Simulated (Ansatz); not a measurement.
# C₂H₈ClNOSi₂: a ladder of functionals and wavefunction methods

An exercise on one series of results from a longer session: the logs are not shown, and one member is left open.

The runs use Ansatz 0.2.0, Gaussian basis; functionals in def2-TZVPP, the program's frozen cores in correlated methods.

Plan: PBE-D4, r2SCAN-D4, PBE0-D4, B3LYP-D4, ωB97X-V, ωB97M-V, B2PLYP; CCSD(T)/def2-TZVPP; MP2/def2-QZVPP; extrapolation to the limit.

### The geometry

All runs share one geometry, relaxed beforehand with PBE0-D4 in a triple-zeta def2 set.

15 atoms, charge 0, spin multiplicity 1.

Atoms are counted from 1 here; the program's logs count them from 0.

Bond lengths: C1–C2 1.330 Å, C1–H8 1.086 Å, C1–H9 1.086 Å, C2–Si3 1.841 Å, C2–H10 1.088 Å, Si3–N4 1.695 Å, Si3–Cl5 2.063 Å, Si3–O6 1.630 Å, N4–H11 1.006 Å, N4–H12 1.006 Å, O6–Si7 1.639 Å, Si7–H13 1.484 Å, Si7–H14 1.484 Å, Si7–H15 1.487 Å. Angles: C2–C1–H8 121.4°, C2–C1–H9 122.1°, H8–C1–H9 116.5°, C1–C2–Si3 123.0°, C1–C2–H10 118.9°, Si3–C2–H10 118.2°, C2–Si3–N4 110.9°, C2–Si3–Cl5 111.6°, C2–Si3–O6 107.0°, N4–Si3–Cl5 104.6°, N4–Si3–O6 115.7°, Cl5–Si3–O6 107.0°, Si3–N4–H11 121.7°, Si3–N4–H12 121.5°, H11–N4–H12 112.6°, Si3–O6–Si7 142.3°, O6–Si7–H13 107.6°, O6–Si7–H14 110.4° and more.

As a file:

```mol
C2H8ClNOSi2
  3D, bonds by distance, orders not assigned

 15 14  0  0  0  0  0  0  0  0999 V2000
   -1.3331    1.1338   -1.8310 C   0  0
   -0.0420    1.2270   -1.5251 C   0  0
    0.7187    0.3325   -0.1070 Si  0  0
    2.0351   -0.6048   -0.6195 N   0  0
    1.5166    1.6397    1.2755 Cl  0  0
   -0.4801   -0.4804    0.6411 O   0  0
   -0.8958   -1.1438    2.0811 Si  0  0
   -2.0110    0.5246   -1.2411 H   0  0
   -1.7656    1.6599   -2.6774 H   0  0
    0.6006    1.8504   -2.1435 H   0  0
    2.8016   -0.8213   -0.0052 H   0  0
    1.9494   -1.2606   -1.3780 H   0  0
   -2.0454   -2.0508    1.8426 H   0  0
   -1.2883   -0.0845    3.0436 H   0  0
    0.2391   -1.9219    2.6439 H   0  0
  1  2  8  0
  2  3  8  0
  3  4  8  0
  3  5  8  0
  3  6  8  0
  6  7  8  0
  1  8  8  0
  1  9  8  0
  2 10  8  0
  4 11  8  0
  4 12  8  0
  7 13  8  0
  7 14  8  0
  7 15  8  0
M  END
```

The first run:

The input, in.yaml:

```yaml
crystal:
  periodic: [false, false, false]
  atoms:
    - {symbol: C, position_ang: [-1.333084, 1.133779, -1.830969]}
    - {symbol: C, position_ang: [-0.042000, 1.226994, -1.525089]}
    - {symbol: Si, position_ang: [0.718710, 0.332521, -0.107030]}
    - {symbol: N, position_ang: [2.035139, -0.604780, -0.619482]}
    - {symbol: Cl, position_ang: [1.516628, 1.639742, 1.275502]}
    - {symbol: O, position_ang: [-0.480062, -0.480397, 0.641127]}
    - {symbol: Si, position_ang: [-0.895807, -1.143785, 2.081054]}
    - {symbol: H, position_ang: [-2.010972, 0.524582, -1.241083]}
    - {symbol: H, position_ang: [-1.765639, 1.659887, -2.677362]}
    - {symbol: H, position_ang: [0.600644, 1.850437, -2.143516]}
    - {symbol: H, position_ang: [2.801601, -0.821251, -0.005172]}
    - {symbol: H, position_ang: [1.949412, -1.260595, -1.378025]}
    - {symbol: H, position_ang: [-2.045403, -2.050820, 1.842588]}
    - {symbol: H, position_ang: [-1.288269, -0.084471, 3.043617]}
    - {symbol: H, position_ang: [0.239111, -1.921854, 2.643859]}
basis:
  gaussian: {orbitals: def2-TZVPP}
hamiltonian: {xc: pbe, dispersion: d4}
output: {forces: true, orbitals: {seedname: orbitals}}
```

Launch:

```console
$ ansatz run in.yaml --threads 2 --pin off --events-out ev --progress --plain --max-ram 32768MiB --backend cuda --devices 0, --max-vram 18GiB
```

Steps of the session up to this table: PBE-D4 (GGA); r2SCAN-D4 (meta-GGA); PBE0-D4 (hybrid); B3LYP-D4 (hybrid); ωB97X-V (range-separated); ωB97M-V (range-separated); B2PLYP (double hybrid); CCSD(T) in def2-TZVPP; MP2 in def2-QZVPP.

One table of the session follows, with a row left open; its other results are not shown here.

| method | atomisation energy (eV) |
| --- | --- |
| PBE-D4 | 59.966 |
| r2SCAN-D4 | 59.370 |
| PBE0-D4 | 59.129 |
| B3LYP-D4 | 59.315 |
| ωB97X-V | 59.605 |
| ωB97M-V | 59.623 |
| B2PLYP | 58.654 |
| HF/def2-TZVPP | 43.648 |
| MP2/def2-TZVPP | 58.764 |
| CCSD/def2-TZVPP | 56.889 |
| CCSD(T)/def2-TZVPP | ? |
| MP2/CBS | 60.506 |
| CCSD(T)/CBS | 59.487 |

Q: Estimate the row for CCSD(T)/def2-TZVPP from the others.

The run gave: atomisation energy (eV): 57.745. In the column «atomisation energy (eV)» it lies between CCSD/def2-TZVPP (56.889) and B2PLYP (58.654).
